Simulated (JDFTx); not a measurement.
Wanted: the native input for a JDFTx 1.7.0 (patched build) run.

```yaml
Task: single point
Functional: LDA
Potentials_or_basis: PseudoDojo-SR-LDA-0.4.1-standard with smoothed tails
Cutoff: 1143 eV
Density_cutoff: 4572 eV
k_mesh: 1 × 1 × 1
Occupations: fixed
Spin: no spin polarisation
Coulomb_boundary: Isolated
Centre_of_the_truncation: 0.500929 0.501615 0.503091
Check_on_overlapping_cores: none
Local_potential_set_to_-Z/r_beyond: 6 bohr
Bands: 24
Density_cutoff_over_wavefunction_cutoff: 4
Max_SCF_steps: 100
SCF_threshold_on_the_energy: 1e-07 Ha
Solver_of_the_electrons: minimize
Further_solve_for_the_empty_bands: yes
```

The system is NInFSH3, in a box.

```xyz
7
Lattice="14.0000 0.0000 0.0000 0.0000 13.0000 0.0000 0.0000 0.0000 11.0000" Properties=species:S:1:pos:R:3 pbc="T T T"
N     8.2324    7.7940    5.7181
In    7.3780    5.9808    5.6327
F     8.5450    4.5598    6.2834
S     5.1956    5.2553    5.1121
H     7.9046    8.4822    5.0553
H     9.2433    7.7741    5.7031
H     4.7827    6.4920    4.7846
```

One way to write it, as run:

InH3SNF.in

```
lattice \
   26.4561657448     0.0000000000     0.0000000000 \
    0.0000000000    24.5664396201     0.0000000000 \
    0.0000000000     0.0000000000    20.7869873709
coords-type Lattice
ion N      0.5880285700     0.5995346200     0.5198227300 1
ion In     0.5270000000     0.4600653800     0.5120681800 1
ion F      0.6103571400     0.3507576900     0.5712136400 1
ion S      0.3711142900     0.4042500000     0.4647318200 1
ion H      0.5646142900     0.6524730800     0.4595772700 1
ion H      0.6602357100     0.5980038500     0.5184681800 1
ion H      0.3416214300     0.4993884600     0.4349681800 1

ion-species pseudo/N.upf
ion-species pseudo/In.upf
ion-species pseudo/F.upf
ion-species pseudo/S.upf
ion-species pseudo/H.upf
elec-cutoff 42
elec-ex-corr lda-PW
kpoint-folding 1 1 1
elec-n-bands 24
electronic-minimize nIterations 100 energyDiffThreshold 1e-07
coulomb-interaction Isolated
coulomb-truncation-embed 0.500929 0.501615 0.503091
core-overlap-check none
converge-empty-states yes
forces-output-coords Cartesian

dump-name run.$VAR
dump End Ecomponents EigStats BandEigs Kpoints Forces Dipole
```

Potentials or basis: PseudoDojo-SR-LDA-0.4.1-standard with smoothed tails.

Run with:

```sh
$ jdftx -c 1 -i InH3SNF.in -o InH3SNF.out
```

Results of the run:

```yaml
Largest_force: 0.604 eV/Å
Gap_between_the_frontier_levels: 3.66 eV
Loewdin_charges: N -0.88; In +1.07; F -0.53; S -0.25; H +0.34, +0.35, +0.17 e
```

Caveat: spin-orbit coupling is left out, which moves the levels of the heavy elements.

It took 3.8 min on 1 thread of AMD EPYC 9R45 96-Core Processor (Zen 5), with other jobs on the host, peak memory 1.4 GiB.
